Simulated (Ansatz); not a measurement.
# C₂H₁₀AlN₃: a ladder of functionals and wavefunction methods

The task here is to estimate one member of a computed series from the others.

Program: Ansatz 0.2.0, Gaussian basis. Level of theory: functionals in def2-TZVPP, the program's frozen cores in correlated methods. These are calculated values, not measurements.

The runs, in order: LDA (SPW92), PBE-D4, revPBE-D4, BLYP-D4, r2SCAN-D4, B97M-V, PBE0-D4, B3LYP-D4, r2SCANh-D4, r2SCAN0-D4, HSE06-D4, BHLYP-D4, CAM-B3LYP-D4, LC-ωPBE, ωB97X-V, ωB97M-V, B2PLYP, PBE-QIDH; CCSD(T)/def2-SVP; MP2/def2-TZVPP; MP2/def2-QZVPP; RPA on PBE.

### The relaxed structure

The geometry comes from an earlier relaxation with PBE0-D4 in a triple-zeta def2 set; it is a stationary point, not always the lowest conformer.

SMILES `C[N](C)[Al]([NH2])[NH2]`, 16 atoms, charge 0, spin multiplicity 1.

Atoms are counted from 1 here; the program's logs count them from 0.

Bond lengths: C1–N2 1.439 Å, C1–H7 1.093 Å, C1–H8 1.101 Å, C1–H9 1.101 Å, N2–C3 1.439 Å, N2–Al4 1.777 Å, C3–H10 1.093 Å, C3–H11 1.101 Å, C3–H12 1.101 Å, Al4–N5 1.771 Å, Al4–N6 1.771 Å, N5–H13 1.006 Å, N5–H14 1.006 Å, N6–H15 1.006 Å, N6–H16 1.006 Å. Angles: N2–C1–H7 111.0°, N2–C1–H8 112.0°, N2–C1–H9 111.8°, H7–C1–H8 107.7°, H7–C1–H9 107.2°, H8–C1–H9 106.9°, C1–N2–C3 112.3°, C1–N2–Al4 123.9°, C3–N2–Al4 123.9°, N2–C3–H10 111.0°, N2–C3–H11 112.0°, N2–C3–H12 111.8°, H10–C3–H11 107.7°, H10–C3–H12 107.2°, H11–C3–H12 106.9°, N2–Al4–N5 119.9°, N2–Al4–N6 119.9°, N5–Al4–N6 120.3° and more.

The first run:

File in.yaml:

```yaml
crystal:
  periodic: [false, false, false]
  atoms:
    - {symbol: C, position_ang: [1.427635, 0.833965, 0.968425]}
    - {symbol: N, position_ang: [0.273286, 0.038793, 0.640945]}
    - {symbol: C, position_ang: [-0.247855, -0.664016, 1.783983]}
    - {symbol: Al, position_ang: [-0.428330, -0.063521, -0.988479]}
    - {symbol: N, position_ang: [0.484673, 0.539008, -2.381542]}
    - {symbol: N, position_ang: [-2.037742, -0.768179, -1.213370]}
    - {symbol: H, position_ang: [1.784912, 1.383450, 0.093804]}
    - {symbol: H, position_ang: [2.261163, 0.218070, 1.340331]}
    - {symbol: H, position_ang: [1.203846, 1.575893, 1.750520]}
    - {symbol: H, position_ang: [-1.102032, -1.286015, 1.504593]}
    - {symbol: H, position_ang: [-0.580256, 0.024991, 2.575925]}
    - {symbol: H, position_ang: [0.506210, -1.328562, 2.233399]}
    - {symbol: H, position_ang: [0.093820, 0.707801, -3.292935]}
    - {symbol: H, position_ang: [1.470878, 0.735830, -2.388481]}
    - {symbol: H, position_ang: [-2.712536, -0.919792, -0.483211]}
    - {symbol: H, position_ang: [-2.420773, -1.050216, -2.099706]}
basis:
  gaussian: {orbitals: def2-TZVPP}
hamiltonian: {xc: lda}
output: {orbitals: {seedname: orbitals}}
```

Command:

```bash
> ansatz run in.yaml --threads 4 --pin off --events-out ev --progress --plain --max-ram 11315MiB
```

Steps of the session up to this table: LDA; PBE-D4 (GGA); revPBE-D4 (GGA); BLYP-D4 (GGA); r2SCAN-D4 (meta-GGA); B97M-V (meta-GGA); PBE0-D4 (hybrid); B3LYP-D4 (hybrid); r2SCANh-D4 (hybrid); r2SCAN0-D4 (hybrid); HSE06-D4 (hybrid); BHLYP-D4 (hybrid); CAM-B3LYP-D4 (range-separated); LC-ωPBE (range-separated); ωB97X-V (range-separated); ωB97M-V (range-separated); B2PLYP (double hybrid); PBE-QIDH (double hybrid).

One of the session's tables, all rows but one given; the rest of the session is left out.

It belongs to the step «Orbital energies across the functionals». 

```
  functional  HOMO (eV)  LUMO (eV)  gap (eV)
 LDA (SPW92)      -4.73      -0.70      4.03
      PBE-D4      -4.61      -0.52      4.09
   revPBE-D4      -4.56      -0.41      4.15
     BLYP-D4      -4.50      -0.49      4.01
   r2SCAN-D4      -4.83       0.01      4.84
      B97M-V      -4.96      -0.40      4.56
     PBE0-D4      -5.90       0.30      6.19
    B3LYP-D4      -5.69      -0.01      5.69
  r2SCANh-D4      -5.32       0.26      5.58
  r2SCAN0-D4      -6.06       0.62      6.68
    HSE06-D4      -5.50      -0.07      5.43
    BHLYP-D4      -7.14       0.95      8.09
CAM-B3LYP-D4      -7.27       1.11      8.38
     LC-ωPBE      -8.61       2.39     11.01
     ωB97X-V          ?          ?         ?
     ωB97M-V      -8.21       1.74      9.95
```

Q: Estimate the row for ωB97X-V from the others.

The run gave: HOMO (eV): -8.29; LUMO (eV): 2.13; gap (eV): 10.42. In the column «HOMO (eV)» it lies between LC-ωPBE (-8.61) and ωB97M-V (-8.21).
